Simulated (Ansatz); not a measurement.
Crystal: GdO.

```xyz
2
Lattice="2.8018 0.0000 0.0000 0.0000 2.8018 0.0000 0.0000 0.0000 2.8018" Properties=species:S:1:pos:R:3 pbc="T T T"
Gd    0.0000    0.0000    0.0000
O     1.4009    1.4009    1.4009
```

The cell comes from a database or a generator and needn't be the stable form of this composition.

Base run:

* Program: Ansatz 0.2.0
* Functional: r2SCAN
* Potentials or basis: Ansatz PAW
* Cutoff: 500 eV (not typed: the program's choice for these potentials)
* k mesh: 9 × 9 × 9
* Occupations: fermi-dirac, width 0.05 eV
* Spin: collinear spin, ferromagnetic start
* Starting moments: [7.0, 0.0] μB
* Hubbard terms: Gd f U = 1 eV

Its results: band gap on the k mesh none (metal or under the smearing width); pressure 50.7 GPa; net moment 7.56 μB per cell; site moments Gd +7.14; O +0.00 μB.

The run is repeated on the same cell with these changes: hubbard terms from Gd f U = 1 eV to Gd f U = 3 eV. What comes out?

Band gap on the k mesh none (metal or under the smearing width); pressure 52.2 GPa; net moment 7.59 μB per cell; site moments Gd +7.17; O -0.01 μB.

Caveats: the magnetic or orbital state may not be the lowest; a pressure of tens of GPa on the cell as given is suspect, and the run, the potentials or the cell itself is likely at fault; spin-orbit coupling is left out, which moves the levels of the heavy elements; a cell with one magnetic atom can't hold antiferromagnetic order, which such compounds often take; the PAW data sets come from PBE, with cores solved anew for the run's functional, which leaves a small shift of forces and pressure; the density of states is complete only up to the lowest level of the last band computed.
